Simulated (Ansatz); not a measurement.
**CH7InO3Si: taking an electron away**

The task here is to estimate one member of a computed series from the others.

Program: Ansatz 0.2.0, Gaussian basis. Level of theory: unrestricted cation, the program's frozen cores in correlated methods. These are calculated values, not measurements.

The runs, in order: UKS PBE-D4/def2-TZVPP; UKS r2SCAN-D4/def2-TZVPP; UKS wB97M-V/def2-TZVPP; UKS B2PLYP/def2-TZVPP; then −ε(HOMO) from the neutral's earlier runs with LDA (SPW92), PBE-D4, revPBE-D4, BLYP-D4, r2SCAN-D4, B97M-V, PBE0-D4, B3LYP-D4, r2SCANh-D4, r2SCAN0-D4, HSE06-D4, BHLYP-D4, CAM-B3LYP-D4, LC-ωPBE, ωB97X-V, ωB97M-V.

4 further runs of the same task are left out: 4 that didn't finish.

**The relaxed structure**

The geometry comes from an earlier relaxation with PBE0-D4 in a triple-zeta def2 set; it is a stationary point, not always the lowest conformer. In takes the def2 core potential; no spin-orbit term is included.

13 atoms, charge 0, spin multiplicity 1.

Atoms are counted from 1 here; the program's logs count them from 0.

Bond lengths: C1–O2 1.410 Å, C1–H7 1.097 Å, C1–H8 1.094 Å, C1–H9 1.097 Å, O2–In3 1.962 Å, In3–O4 1.959 Å, In3–O5 1.981 Å, O4–H10 0.962 Å, O5–Si6 1.627 Å, Si6–H11 1.492 Å, Si6–H12 1.487 Å, Si6–H13 1.492 Å. Angles: O2–C1–H7 112.9°, O2–C1–H8 107.7°, O2–C1–H9 112.7°, H7–C1–H8 107.7°, H7–C1–H9 107.9°, H8–C1–H9 107.8°, C1–O2–In3 120.7°, O2–In3–O4 124.9°, O2–In3–O5 119.1°, O4–In3–O5 116.0°, In3–O4–H10 110.7°, In3–O5–Si6 138.6°, O5–Si6–H11 111.6°, O5–Si6–H12 109.3°, O5–Si6–H13 111.5°, H11–Si6–H12 108.5°, H11–Si6–H13 107.4°, H12–Si6–H13 108.5°.

Geometry (Å):

```
C     0.05618   -1.54543    1.50052
O     1.33590   -1.16740    1.04554
In    1.54054    0.21416   -0.33242
O     3.25228    0.82059   -1.06783
O    -0.07781    1.09476   -1.05974
Si   -1.69235    1.03145   -0.86618
H    -0.51021   -0.70751    1.92612
H     0.19107   -2.29060    2.29037
H    -0.55559   -2.00081    0.71188
H     3.11427    1.50669   -1.72720
H    -2.22528   -0.33390   -1.14738
H    -2.33781    1.99124   -1.80106
H    -2.09119    1.38676    0.52738
```

The first run:

File in.yaml:

```yaml
crystal:
  periodic: [false, false, false]
  atoms:
    - {symbol: C, position_ang: [0.056181, -1.545428, 1.500521]}
    - {symbol: O, position_ang: [1.335904, -1.167400, 1.045541]}
    - {symbol: In, position_ang: [1.540538, 0.214160, -0.332420]}
    - {symbol: O, position_ang: [3.252276, 0.820585, -1.067834]}
    - {symbol: O, position_ang: [-0.077814, 1.094759, -1.059738]}
    - {symbol: Si, position_ang: [-1.692353, 1.031448, -0.866177]}
    - {symbol: H, position_ang: [-0.510214, -0.707507, 1.926116]}
    - {symbol: H, position_ang: [0.191074, -2.290602, 2.290373]}
    - {symbol: H, position_ang: [-0.555588, -2.000805, 0.711877]}
    - {symbol: H, position_ang: [3.114270, 1.506688, -1.727201]}
    - {symbol: H, position_ang: [-2.225281, -0.333901, -1.147378]}
    - {symbol: H, position_ang: [-2.337806, 1.991245, -1.801064]}
    - {symbol: H, position_ang: [-2.091186, 1.386758, 0.527375]}
basis:
  gaussian: {orbitals: def2-TZVPP}
total_charge: 1
magnetization: {spin_polarized: true, initial_magnetization: 1}
hamiltonian: {xc: pbe, dispersion: d4}
```

Run with:

```console
$ ansatz run in.yaml --threads 2 --pin off --events-out ev --progress --plain --max-ram 32768MiB --backend cpu
```

Steps of the session up to this table: Cation, UKS PBE-D4/def2-TZVPP; Cation, UKS r2SCAN-D4/def2-TZVPP; Cation, UKS wB97M-V/def2-TZVPP; Cation, UKS B2PLYP (frozen core)/def2-TZVPP.

One table of the session follows, with a row left open; its other results are not shown here.

For comparison, −ε(HOMO) of the neutral from earlier runs:

| functional | −ε(HOMO) (eV) |
| --- | --- |
| LDA (SPW92) | 6.64 |
| PBE-D4 | 6.47 |
| revPBE-D4 | 6.40 |
| BLYP-D4 | 6.39 |
| r2SCAN-D4 | 6.78 |
| B97M-V | 6.91 |
| PBE0-D4 | 8.01 |
| B3LYP-D4 | 7.79 |
| r2SCANh-D4 | ? |
| r2SCAN0-D4 | 8.24 |
| HSE06-D4 | 7.60 |
| BHLYP-D4 | 9.53 |
| CAM-B3LYP-D4 | 9.48 |
| LC-ωPBE | 10.80 |
| ωB97X-V | 10.48 |
| ωB97M-V | 10.42 |

Estimate the missing values for r2SCANh-D4.

Worked estimate for «−ε(HOMO) (eV)». Against the share of exact exchange, r2SCAN-D4 (0, 6.78), r2SCAN0-D4 (0.25, 8.24) give a slope of 5.84 per unit share; at 0.1 the line stands at 7.36.

**Answer.** −ε(HOMO) (eV): 7.36. In «−ε(HOMO) (eV)» the line misses by 0.00.
